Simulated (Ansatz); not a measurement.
# AlB2As3: the cost of one run

Method: DFT PBE, scalar-relativistic, plane waves, PAW, in Ansatz 0.2.0.

### 1 Starting point

Symmetry: P4/mmm, No. 123, tetragonal system. The conventional cell has a = 3.860 Å, b = 3.860 Å, c = 7.660 Å, α = 90.00°, β = 90.00°, γ = 90.00°. Al (site symmetry 4/mmm) is surrounded by 2 B at 1.99 Å and 4 As at 2.73 Å. Around B (site symmetry 4mm) lie 1 As at 1.84 Å and 1 Al at 1.99 Å. As (site symmetry 4/mmm) has 2 B at 1.84 Å as nearest neighbours. Around As (site symmetry 4/mmm) lie 4 Al at 2.73 Å. Around As (site symmetry 4/mmm) lie 4 As at 2.73 Å.

Coordinates:

```cif
data_structure
_symmetry_space_group_name_H-M 'P 1'
_symmetry_Int_Tables_number 1
_cell_length_a 3.8596
_cell_length_b 3.8596
_cell_length_c 7.6602
_cell_angle_alpha 90.000
_cell_angle_beta 90.000
_cell_angle_gamma 90.000
_cell_volume 114.11
loop_
_atom_site_label
_atom_site_type_symbol
_atom_site_fract_x
_atom_site_fract_y
_atom_site_fract_z
_atom_site_occupancy
Al1 Al 0.00000 0.00000 0.50000 1
B1 B 0.00000 0.00000 0.76024 1
B2 B 0.00000 0.00000 0.23976 1
As1 As 0.00000 0.00000 0.00000 1
As2 As 0.50000 0.50000 0.50000 1
As3 As 0.50000 0.50000 0.00000 1
```

Recipe of the guess: random cell by space group and Wyckoff sites (P4/mmm, No. 123). Its size is a rough estimate.

### 2 Probe: one point on a coarse mesh

Input file input.yaml:

```yaml
crystal:
  lattice:
    - [3.85955928, 0.0, 0.0]
    - [0.0, 3.85955928, 0.0]
    - [0.0, 0.0, 7.66022716]
  atoms:
    - { symbol: Al, position: [0.0, 0.0, 0.5] }
    - { symbol: B, position: [0.0, 0.0, 0.76024194] }
    - { symbol: B, position: [0.0, 0.0, 0.23975806] }
    - { symbol: As, position: [0.0, 0.0, 0.0] }
    - { symbol: As, position: [0.5, 0.5, 0.5] }
    - { symbol: As, position: [0.5, 0.5, 0.0] }
basis:
  ecutwfc: 420
kpoints:
  mp_grid: { grid: [4, 4, 2] }
hamiltonian:
  xc: pbe
scf:
  occupations: { method: gaussian, width: 0.1 }
  lower_state_search: "off"
output:
  forces: true
  stress: true
  eigenvalues: true
```

Launch:

```
$ ansatz run input.yaml --threads 1 --pin off --max-ram 2560MiB --backend cpu --events-out ev --progress --plain --runs-dir out
```

What time and memory should one allow on 1 thread of Arm Neoverse V1, shared host?

About 3.5 s, with a peak of 0.42 GiB.
